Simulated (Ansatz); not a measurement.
# Al2Pd, space group Fm-3m: a projected density of states

Program: the Ansatz DFT code, driven from Python.

The cells in order, each with its output:

```python
import ansatz as az
import numpy as np
from pymatgen.core import Lattice, Structure
from pymatgen.io.ase import AseAtomsAdaptor

pmg_structure = Structure(
    Lattice([(0.0, 2.949536, 2.949536), (2.949536, 0.0, 2.949536), (2.949536, 2.949536, 0.0)]),
    ['Al', 'Al', 'Pd'],
    [
        (0.25, 0.25, 0.25),
        (0.75, 0.75, 0.75),
        (0.0, 0.0, 0.0),
    ],
)
cell = az.Crystal.from_ase(AseAtomsAdaptor.get_atoms(pmg_structure))
```

```python
base = (
    cell.calculation()
    .accuracy('medium')
    .kpoints(density=1.9)
    .scf(max_iterations=150)
    .functional('pbesol', dispersion='d3bjatm')
    .eigensolver('davidson', mixed_precision=False)
    .occupations(az.OccupationsMethod.FERMI_DIRAC, width=0.15)
    .scf(extra_bands=12)
    .density_of_states(projected=True, energy_step=0.05)
)
result = base.run(threads=1)
report = result.report
```

    DeckWarning: basis.ecutwfc = 420 eV, auto-derived from the records' recommended cutoffs: set by Al (normal level)

```python
report['kweights']
```

    [0.015625, 0.125, 0.0625, 0.09375, 0.375, 0.1875, 0.046875, 0.09375]

```python
report['published_state_doubts']
```

    []

```python
dos = result.density_of_states()
energy = np.asarray(dos.energies_ev) - dos.fermi_ev
curves = {}
for site in result.projected_density_of_states().sites:
    for shell in site.shells:
        weight = sum(np.sum(curve.g_bin_mean_per_ev, axis=0) for curve in shell.curves)
        name = f'{site.species} {shell.label}'
        curves[name] = curves.get(name, 0) + weight
```

```python
print('E-EF   ' + ' '.join(f'{name:>8s}' for name in curves))
for e in np.arange(-6, 6 + 0.1, 1.0):
    print(f'{e:5.1f}  ' + ' '.join(f'{np.interp(e, energy, g):8.3f}' for g in curves.values()))
```

    E-EF      Al 3S    Al 3P    Pd 4S    Pd 4P    Pd 4D
     -6.0     0.159    0.082    0.003    0.002    0.140
     -5.0     0.087    0.183    0.002    0.001    0.571
     -4.0     0.002    0.135    0.004    0.000    0.844
     -3.0     0.072    0.609    0.018    0.004    0.480
     -2.0     0.078    0.368    0.005    0.004    0.216
     -1.0     0.207    0.842    0.005    0.009    0.335
      0.0     0.083    1.010    0.001    0.010    0.195
      1.0     0.053    0.738    0.001    0.006    0.080
      2.0     0.020    0.251    0.000    0.001    0.027
      3.0     0.706    0.386    0.001    0.001    0.180
      4.0     0.163    0.150    0.001    0.000    0.032
      5.0     0.080    1.024    0.002    0.001    0.115
      6.0     0.244    0.664    0.001    0.001    0.042

These settings explore the input space; cutoff and mesh may be short of convergence. Dispersion corrections can be off by several per cent in the lattices of metals, and by several GPa in the pressure at a fixed cell. For a metal this mesh is far too coarse, so the numbers only illustrate the procedure. The structure comes from a database of computed cells and needn't be a stable or known phase. Warnings are shown shortened and without file and line. Curves are summed over the cell's atoms. Only shells that the potentials hold have channels, so projections don't add up to the total, least of all where a shell is missing (p of most metals); heights and places of peaks move with the mesh. The density of states is complete only as far up as bands were computed. Wall time of the script: 2.1 s on 1 thread of Arm Neoverse V1, with other jobs on the host, peak memory 0.38 GiB.
